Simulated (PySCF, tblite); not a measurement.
**C2H10FNSi4: geometry, infrared bands and NMR shifts**

What infrared bands and NMR shifts should C2H10FNSi4 (`C#C[SiH2][Si@@H](N[SiH3])[SiH2]F`) show?

The runs use tblite 0.8.0 and PySCF 2.14.0, with density-fitted response routines of our own; the level of theory stands in each step. All values are computed, except where a source is named. Atoms count from 0, in the outputs and in this text.

## 1. Starting geometry

18 atoms, charge 0, multiplicity 1; geometry from: force field or distance geometry start.

Bonds of the start (Å): C0–C1 1.19, C1–Si2 1.82, Si2–Si3 2.23, Si3–N4 1.78, N4–Si5 1.78, Si3–Si6 2.21, Si6–F7 1.68, C0–H8 1.08, Si2–H9 1.45, Si2–H10 1.46, Si3–H11 1.49, N4–H12 1.04, Si5–H13 1.48, Si5–H14 1.46, Si5–H15 1.48, Si6–H16 1.45, Si6–H17 1.48.

## 2. Relaxing the molecule with GFN2-xTB

The job: settings as JSON, then the geometry in Å.

```
{"job": {"kind": "relax", "xc": "GFN2-xTB", "basis": "xTB"}, "charge": 0, "multiplicity": 1}
C     -4.104700    -0.697200     0.197600
C     -2.998400    -0.878200    -0.196200
Si    -1.300400    -1.188700    -0.774300
Si     0.066200     0.119400     0.404000
N      1.637500    -0.678900     0.624700
Si     2.806600    -0.322600    -0.672300
Si     0.162800     2.061800    -0.650100
F      0.727600     3.279200     0.361900
H     -5.115100    -0.545200     0.536300
H     -1.232800    -0.786500    -2.166900
H     -0.942500    -2.603400    -0.653000
H     -0.511600     0.362400     1.750500
H      1.524400    -1.709000     0.696700
H      3.574400    -1.545100    -1.004200
H      2.165700     0.147300    -1.895500
H      3.754300     0.687400    -0.138600
H      0.995400     1.970600    -1.839000
H     -1.218100     2.333000    -1.122700
```

On the command line:

```
> OMP_NUM_THREADS=1 python probes_run.py task.json out
```

One launch serves the whole session: the jobs run in the order shown.

What it wrote:

```text
step      E/eV     max force
  0    -651.35705    2.508
  1    -651.48268    4.226
  2    -651.60540    1.571
  3    -651.66992    0.636
  4    -651.73118    0.520
  5    -651.81236    0.849
  6    -651.86612    0.681
  7    -651.92031    0.436
  8    -651.95486    0.418
  9    -651.98128    0.384
 10    -652.00079    0.349
 11    -652.01799    0.366
 12    -652.03944    0.412
 13    -652.06350    0.486
 14    -652.08200    0.356
 15    -652.09283    0.232
 16    -652.09956    0.194
 17    -652.10492    0.182
 18    -652.11178    0.254
 19    -652.11937    0.269
 20    -652.12629    0.308
 21    -652.13225    0.262
 22    -652.13867    0.265
 23    -652.14502    0.265
 24    -652.15267    0.223
 25    -652.16049    0.259
 26    -652.16617    0.192
 27    -652.16966    0.131
 28    -652.17254    0.170
 29    -652.17607    0.219
 30    -652.17956    0.157
 31    -652.18197    0.284
 32    -652.18330    0.109
 33    -652.18427    0.075
 34    -652.18518    0.059
 35    -652.18585    0.051
 36    -652.18661    0.060
 37    -652.18740    0.078
 38    -652.18828    0.079
 39    -652.18903    0.056
 40    -652.18949    0.042
 41    -652.18972    0.033
 42    -652.18992    0.033
 43    -652.19017    0.038
 44    -652.19044    0.036
 45    -652.19065    0.033
 46    -652.19079    0.024
 47    -652.19088    0.024
 48    -652.19099    0.029
 49    -652.19114    0.034
 50    -652.19133    0.039
 51    -652.19149    0.030
 52    -652.19161    0.029
 53    -652.19172    0.031
 54    -652.19186    0.037
 55    -652.19208    0.047
 56    -652.19233    0.044
 57    -652.19251    0.028
 58    -652.19262    0.029
 59    -652.19271    0.030
 60    -652.19287    0.054
 61    -652.19315    0.074
 62    -652.19351    0.070
 63    -652.19375    0.038
 64    -652.19384    0.018
 65    -652.19389    0.017
 66    -652.19395    0.031
 67    -652.19405    0.042
 68    -652.19418    0.037
 69    -652.19426    0.020
 70    -652.19429    0.013
 71    -652.19431    0.017
 72    -652.19435    0.028
 73    -652.19442    0.041
 74    -652.19453    0.046
 75    -652.19463    0.033
 76    -652.19469    0.013
 77    -652.19472    0.011
 78    -652.19474    0.020
 79    -652.19479    0.032
 80    -652.19487    0.042
 81    -652.19498    0.039
 82    -652.19506    0.024
 83    -652.19511    0.016
 84    -652.19515    0.021
 85    -652.19524    0.040
 86    -652.19542    0.062
 87    -652.19573    0.077
 88    -652.19608    0.062
 89    -652.19631    0.029
 90    -652.19642    0.023
 91    -652.19652    0.027
 92    -652.19670    0.048
 93    -652.19707    0.067
 94    -652.19766    0.072
 95    -652.19824    0.059
 96    -652.19816    0.079
 97    -652.19882    0.059
 98    -652.19899    0.043
 99    -652.19956    0.057
100    -652.19987    0.059
101    -652.20026    0.044
102    -652.20047    0.034
103    -652.20070    0.028
104    -652.20090    0.039
105    -652.20106    0.085
106    -652.20119    0.060
107    -652.20127    0.020
108    -652.20136    0.050
109    -652.20134    0.036
110    -652.20146    0.033
111    -652.20152    0.019
112    -652.20174    0.031
113    -652.20194    0.035
114    -652.20218    0.031
115    -652.20230    0.025
116    -652.20241    0.027
117    -652.20254    0.037
118    -652.20276    0.048
119    -652.20323    0.065
120    -652.20399    0.071
121    -652.20446    0.083
122    -652.20445    0.197
123    -652.20600    0.151
124    -652.20618    0.123
125    -652.20722    0.088
126    -652.20592    0.364
127    -652.20916    0.104
128    -652.21057    0.085
129    -652.21226    0.208
130    -652.21496    0.092
131    -652.21698    0.108
132    -652.21760    0.311
133    -652.22124    0.128
134    -652.22275    0.126
135    -652.22387    0.293
136    -652.22555    0.064
137    -652.22630    0.060
138    -652.22743    0.077
139    -652.22792    0.077
140    -652.22898    0.069
141    -652.22997    0.063
142    -652.23101    0.068
143    -652.23170    0.066
144    -652.23225    0.059
145    -652.23272    0.063
146    -652.23331    0.069
147    -652.23421    0.086
148    -652.23515    0.091
149    -652.23615    0.066
150    -652.23678    0.088
151    -652.23734    0.059
152    -652.23787    0.090
153    -652.23845    0.093
154    -652.23891    0.095
155    -652.23935    0.062
156    -652.23990    0.053
157    -652.24041    0.060
158    -652.24070    0.054
159    -652.24097    0.049
160    -652.24115    0.033
161    -652.24138    0.041
162    -652.24161    0.060
163    -652.24190    0.039
164    -652.24215    0.034
165    -652.24238    0.036
166    -652.24263    0.043
167    -652.24292    0.060
168    -652.24319    0.050
169    -652.24341    0.036
170    -652.24356    0.030
171    -652.24371    0.036
172    -652.24389    0.039
173    -652.24408    0.032
174    -652.24428    0.033
175    -652.24451    0.038
176    -652.24484    0.059
177    -652.24533    0.068
178    -652.24593    0.057
179    -652.24655    0.049
180    -652.24674    0.086
181    -652.24747    0.056
182    -652.24789    0.063
183    -652.24901    0.092
184    -652.24950    0.058
185    -652.25003    0.068
186    -652.25112    0.124
187    -652.25190    0.068
188    -652.25271    0.053
189    -652.25419    0.109
190    -652.25491    0.063
191    -652.25595    0.067
192    -652.25692    0.075
193    -652.25781    0.133
194    -652.25894    0.138
195    -652.25983    0.081
196    -652.26055    0.080
197    -652.26127    0.059
198    -652.26232    0.091
199    -652.26359    0.122
200    -652.26334    0.210
201    -652.26623    0.091
202    -652.26732    0.085
203    -652.26868    0.092
204    -652.26934    0.071
205    -652.26999    0.058
206    -652.27117    0.074
207    -652.27221    0.068
208    -652.27319    0.081
209    -652.27377    0.058
210    -652.27413    0.077
211    -652.27450    0.053
212    -652.27488    0.055
213    -652.27549    0.071
214    -652.27599    0.250
215    -652.27707    0.108
216    -652.27815    0.121
217    -652.27849    0.312
218    -652.27931    0.159
219    -652.28085    0.071
220    -652.28180    0.270
221    -652.28311    0.182
222    -652.28498    0.099
223    -652.28582    0.098
224    -652.28679    0.118
225    -652.28585    0.267
226    -652.28773    0.080
227    -652.28803    0.081
228    -652.28849    0.070
229    -652.28959    0.080
230    -652.28989    0.075
231    -652.29031    0.076
232    -652.29068    0.051
233    -652.29110    0.048
234    -652.29146    0.048
235    -652.29171    0.049
236    -652.29198    0.044
237    -652.29221    0.036
238    -652.29239    0.039
239    -652.29255    0.027
240    -652.29268    0.024
241    -652.29274    0.019
242    -652.29281    0.014
243    -652.29286    0.012
244    -652.29289    0.012
245    -652.29292    0.011
246    -652.29294    0.012
247    -652.29296    0.011
248    -652.29298    0.010
```

Run time: 10 s. Hardware: 1 thread of Intel Xeon at 2.50GHz, shared host; peak memory 0.18 GiB.

Along the way: (not every step is listed)

| step | energy from step 0 (eV) | largest force (eV/Å) |
| --- | --- | --- |
| 0 | 0.0000 | 2.5081 |
| 1 | -0.1256 | 4.2255 |
| 2 | -0.2484 | 1.5711 |
| 3 | -0.3129 | 0.6358 |
| 4 | -0.3741 | 0.5203 |
| 5 | -0.4553 | 0.8491 |
| 6 | -0.5091 | 0.6807 |
| 7 | -0.5633 | 0.4356 |
| 8 | -0.5978 | 0.4178 |
| 31 | -0.8249 | 0.2844 |
| 54 | -0.8348 | 0.0366 |
| 77 | -0.8377 | 0.0108 |
| 100 | -0.8428 | 0.0589 |
| 123 | -0.8490 | 0.1513 |
| 146 | -0.8763 | 0.0693 |
| 169 | -0.8864 | 0.0362 |
| 192 | -0.8999 | 0.0747 |
| 215 | -0.9200 | 0.1077 |
| 238 | -0.9353 | 0.0389 |
| 243 | -0.9358 | 0.0118 |
| 244 | -0.9358 | 0.0122 |
| 245 | -0.9359 | 0.0114 |
| 246 | -0.9359 | 0.0122 |
| 247 | -0.9359 | 0.0108 |
| 248 | -0.9359 | 0.0103 |

Close pairs (by a distance rule), those that changed most:

| bond | before (Å) | after (Å) | change (Å) |
| --- | --- | --- | --- |
| Si2–Si3 | 2.229 | 2.335 | +0.107 |
| Si3–Si6 | 2.212 | 2.307 | +0.095 |
| Si6–F7 | 1.681 | 1.620 | -0.060 |
| N4–Si5 | 1.782 | 1.727 | -0.055 |
| N4–H12 | 1.039 | 1.006 | -0.033 |
| C1–Si2 | 1.820 | 1.850 | +0.030 |
| C0–H8 | 1.076 | 1.052 | -0.024 |
| Si2–H9 | 1.451 | 1.475 | +0.024 |

The final coordinates are the input of the step that follows.

## 3. Vibrational analysis with GFN2-xTB

The job: settings as JSON, then the geometry in Å.

```
{"job": {"kind": "ir", "xc": "GFN2-xTB", "basis": "xTB"}, "charge": 0, "multiplicity": 1}
C     -4.142820    -0.295307    -0.104333
C     -3.036163    -0.731467    -0.281291
Si    -1.319498    -1.373669    -0.532033
Si     0.207317     0.079418     0.473719
N      1.839153    -0.506953     0.214548
Si     2.717929    -0.688188    -1.261076
Si     0.188165     2.296260    -0.165037
F     -1.348414     2.762404     0.052477
H     -5.112509     0.084973     0.045866
H     -1.144501    -1.496788    -1.991263
H     -1.338653    -2.748405     0.003730
H      0.095822    -0.031368     1.950858
H      2.205114    -1.055067     0.974406
H      4.124670    -0.843907    -0.895537
H      2.262062    -1.860928    -2.020486
H      2.467615     0.527434    -2.033883
H      0.925037     3.296030     0.610053
H      0.400913     2.591844    -1.581896
```

What it wrote:

```text
mode    cm-1     km/mol
  1      -8.4      0.35
  2      15.7      1.65
  3      30.0      0.22
  4      48.0      0.48
  5      66.9      0.36
  6      91.1      2.00
  7     103.4      2.56
  8     160.0      8.65
  9     162.5      2.83
 10     206.6      1.98
 11     236.9     15.92
 12     262.0      4.42
 13     330.2     56.47
 14     360.9     15.17
 15     367.2     24.01
 16     421.1     23.97
 17     498.3      5.23
 18     559.2     15.64
 19     565.7     26.83
 20     571.9     30.11
 21     589.1    542.69
 22     596.2     53.56
 23     636.5     80.97
 24     645.4      5.51
 25     673.3     21.74
 26     683.7     32.86
 27     700.1    262.53
 28     711.2    508.08
 29     750.4     42.67
 30     759.7     87.62
 31     786.5    279.11
 32     798.2    418.10
 33     805.2    154.42
 34     808.6     72.43
 35     828.0    430.18
 36     974.3    315.16
 37    1195.5    187.98
 38    2041.5    274.18
 39    2141.0    420.32
 40    2158.3    140.68
 41    2195.2    364.01
 42    2203.2     20.75
 43    2226.1    421.19
 44    2255.1     59.60
 45    2265.6    283.06
 46    2269.3    494.60
 47    3352.8      1.30
 48    3490.6      0.96
```

Wall time 3.8 s (1 thread of Intel Xeon at 2.50GHz, shared host); peak memory 0.18 GiB.

Which atoms move in the most intense modes:

| cm⁻¹ | km/mol | atoms |
| --- | --- | --- |
| 589 | 542.7 | H11 64 %, H10 14 %, Si3 12 % |
| 711 | 508.1 | H17 30 %, H16 29 % |
| 798 | 418.1 | H9 32 %, H10 31 %, H17 12 %, H16 11 % |
| 828 | 430.2 | H14 24 %, H15 22 %, H13 21 %, Si5 10 % |
| 2141 | 420.3 | H10 64 %, H9 31 % |
| 2195 | 364.0 | H14 93 % |
| 2226 | 421.2 | H16 61 %, H17 33 % |
| 2269 | 494.6 | H15 46 %, H13 37 %, H17 12 % |

## 4. Nuclear shieldings: PBE0/pcSseg-1

Same as in step 3 but for these lines:

```diff
@@ -1,2 +1,2 @@
-{"job": {"kind": "ir", "xc": "GFN2-xTB", "basis": "xTB"}, "charge": 0, "multiplicity": 1}
+{"job": {"kind": "nmr", "xc": "PBE0", "basis": "pcSseg-1"}, "charge": 0, "multiplicity": 1}
 C     -4.142820    -0.295307    -0.104333
```

Method: GIAO PBE0/pcSseg-1 NMR shielding, non-relativistic, gas phase.

What it wrote:

```text
coarse grid: 17016 points
cycle   1  E = -1393.8361351954  dE =  4.922e-01  |g| = 7.553e-01  |ddm| = 3.941e+00
cycle   2  E = -1393.7242830272  dE =  1.119e-01  |g| = 1.107e+00  |ddm| = 1.696e+00
cycle   3  E = -1393.9472474314  dE = -2.230e-01  |g| = 8.747e-02  |ddm| = 1.028e+00
cycle   4  E = -1393.9486211242  dE = -1.374e-03  |g| = 3.262e-02  |ddm| = 1.163e-01
cycle   5  E = -1393.9488547756  dE = -2.337e-04  |g| = 1.582e-02  |ddm| = 4.529e-02
cycle   6  E = -1393.9489133615  dE = -5.859e-05  |g| = 5.328e-03  |ddm| = 1.398e-02
cycle   7  E = -1393.9489203819  dE = -7.020e-06  |g| = 6.903e-04  |ddm| = 4.340e-03
final grid: 146440 points
cycle   8  E = -1393.9971937415  dE = -2.374e-05  |g| = 5.095e-03  |ddm| = 2.274e-02
cycle   9  E = -1393.9971895960  dE =  4.146e-06  |g| = 6.683e-03  |ddm| = 1.082e-02
cycle  10  E = -1393.9971993628  dE = -9.767e-06  |g| = 8.716e-04  |ddm| = 6.120e-03
cycle  11  E = -1393.9971995264  dE = -1.636e-07  |g| = 2.304e-04  |ddm| = 1.096e-03
cycle  12  E = -1393.9971995383  dE = -1.188e-08  |g| = 9.208e-05  |ddm| = 2.820e-04
cycle  13  E = -1393.9971995400  dE = -1.726e-09  |g| = 3.988e-05  |ddm| = 8.953e-05
cycle  14  E = -1393.9971995404  dE = -3.811e-10  |g| = 8.693e-06  |ddm| = 3.282e-05
converged SCF energy = -1393.9971995404

GIAO shielding tensors (ppm)
atom      isotropic    diamagn.    paramagn.     s11        s22        s33       span
  0 C       79.628     260.418    -180.790     -5.432     -4.187    248.504    253.935
  1 C      105.442     260.201    -154.759     12.556     13.614    290.155    277.598
  2 Si     454.491     880.733    -426.243    439.298    451.215    472.959     33.660
  3 Si     397.848     881.821    -483.973    335.219    391.499    466.826    131.607
  4 N      283.805     324.859     -41.054    255.352    264.844    331.221     75.869
  5 Si     402.326     879.760    -477.434    360.262    379.351    467.364    107.102
  6 Si     349.394     877.867    -528.472    289.508    313.122    445.552    156.044
  7 F      431.355     469.885     -38.530    370.026    450.358    473.682    103.657
  8 H       29.819      33.150      -3.332     24.497     24.929     40.031     15.534
  9 H       26.995      29.184      -2.189     23.463     26.260     31.264      7.801
 10 H       27.145      28.363      -1.218     23.377     25.992     32.067      8.690
 11 H       26.060      31.024      -4.964     22.962     25.609     29.609      6.647
 12 H       32.820      32.549       0.271     22.537     30.211     45.713     23.176
 13 H       27.149      28.145      -0.996     23.478     25.166     32.803      9.325
 14 H       26.968      29.085      -2.117     23.022     25.682     32.200      9.178
 15 H       27.268      29.954      -2.686     23.648     26.748     31.407      7.759
 16 H       25.867      28.423      -2.556     22.564     24.941     30.095      7.530
 17 H       25.736      29.407      -3.671     22.426     25.411     29.370      6.944
```

Run time: 1.9 min. Hardware: 1 thread of Intel Xeon at 2.50GHz, shared host; peak memory 0.94 GiB.

The references, computed at this level on geometries of the same kind, shield at (ppm): 1H TMS 31.72, 13C TMS 186.9, 29Si TMS 349.2, 19F CFCl3 170.9, 15N NH3 267.7. Their shielding less the atom's gives the shift. The references are single molecules in the gas phase, so shifts against H2O, NH3, PH3, H3PO4 or CFCl3 are not on the usual liquid scales and can be off by tens of ppm. Atoms listed in one row are averaged.

| atoms | environment | σ (ppm) | δ (ppm) | δ scaled to CDCl3 |
| --- | --- | --- | --- | --- |
| C0 | terminal alkyne carbon | 79.6 | 107.3 | 102.8 |
| C1 | alkyne carbon | 105.4 | 81.5 | 77.6 |
| H17 | hydrogen on a silicon bonded to F, Si | 25.74 | 5.98 | – |
| H16 | hydrogen on a silicon bonded to F, Si | 25.87 | 5.85 | – |
| H11 | hydrogen on a silicon bonded to N, 2 Si | 26.06 | 5.66 | – |
| H9 | hydrogen on a silicon bonded to C, Si | 27.00 | 4.72 | – |
| H13, H14, H15 | hydrogen on a silicon bonded to N | 27.13 | 4.59 | – |
| H10 | hydrogen on a silicon bonded to C, Si | 27.15 | 4.57 | – |
| H8 | hydrogen on a terminal alkyne carbon | 29.82 | 1.90 | 1.89 |
| H12 | hydrogen on a nitrogen bonded to 2 Si | 32.82 | -1.10 | – |
| Si6 | silicon bonded to F, Si, 2 H | 349.4 | -0.2 | – |
| Si3 | silicon bonded to N, 2 Si, H | 397.8 | -48.7 | – |
| Si5 | silicon bonded to N, 3 H | 402.3 | -53.2 | – |
| Si2 | silicon bonded to C, Si, 2 H | 454.5 | -105.3 | – |
| N4 | nitrogen bonded to 2 Si, H | 283.8 | -16.1 | – |
| F7 | fluorine bonded to Si | 431.4 | -260.4 | – |

The scaled column applies a straight-line fit of computed shieldings to shifts measured in CDCl3, and one for carbons that bear F (root-mean-square error 0.16 ppm for H, 1.9 ppm for C).

Charges from the same density, by scheme (e):

| atoms | Mulliken | IAO | Hirshfeld | ESP fit |
| --- | --- | --- | --- | --- |
| C0 | -0.19 | -0.19 | -0.08 | -0.28 |
| C1 | -0.18 | -0.32 | -0.16 | -0.25 |
| Si2 | 0.43 | 0.46 | 0.26 | 0.45 |
| Si3 | 0.18 | 0.45 | 0.23 | 0.18 |
| N4 | -0.84 | -0.94 | -0.34 | -0.82 |
| Si5 | 0.64 | 0.75 | 0.35 | 0.55 |
| Si6 | 0.75 | 0.81 | 0.34 | 0.59 |
| F7 | -0.44 | -0.55 | -0.22 | -0.33 |

Mayer bond orders: C0–C1 2.56, C1–Si2 0.91, Si2–Si3 0.86, Si3–N4 0.88, N4–Si5 0.97, Si3–Si6 0.88, Si6–F7 0.89.

## 5. Results

| quantity | value |
| --- | --- |
| strongest single infrared mode (GFN2-xTB) | 589 cm⁻¹, 543 km/mol |
| zero-point energy (GFN2-xTB) | 63.8 kcal/mol |
| 13C shifts against TMS (PBE0/pcSseg-1) | 107.3, 81.5 ppm |
| 1H shifts against TMS (PBE0/pcSseg-1, means over atoms taken as alike) | 5.98, 5.85, 5.66, 4.72, 4.59, 4.57, 1.90, -1.10 ppm |
| 29Si shifts against TMS (PBE0/pcSseg-1) | -0.2, -48.7, -53.2, -105.3 ppm |
| 15N shifts against NH3 (PBE0/pcSseg-1) | -16.1 ppm |
| 19F shifts against CFCl3 (PBE0/pcSseg-1) | -260.4 ppm |

Relaxing lowered the energy by 0.936 eV in 248 steps; the close pair that moved most is Si2–Si3, from 2.229 to 2.335 Å. The lowest mode is slightly imaginary (8i cm⁻¹), a soft motion within the noise of the Hessian, so the minimum is not strictly shown. The strongest single mode, at 589 cm⁻¹, moves mainly H11. GFN2-xTB is a fitted tight-binding method: band positions and strengths are rough. Its intensities can rank the bands wrongly. At PBE0/pcSseg-1: Shielding is most anisotropic at C1 (span 278 ppm, paramagnetic term -155 ppm).
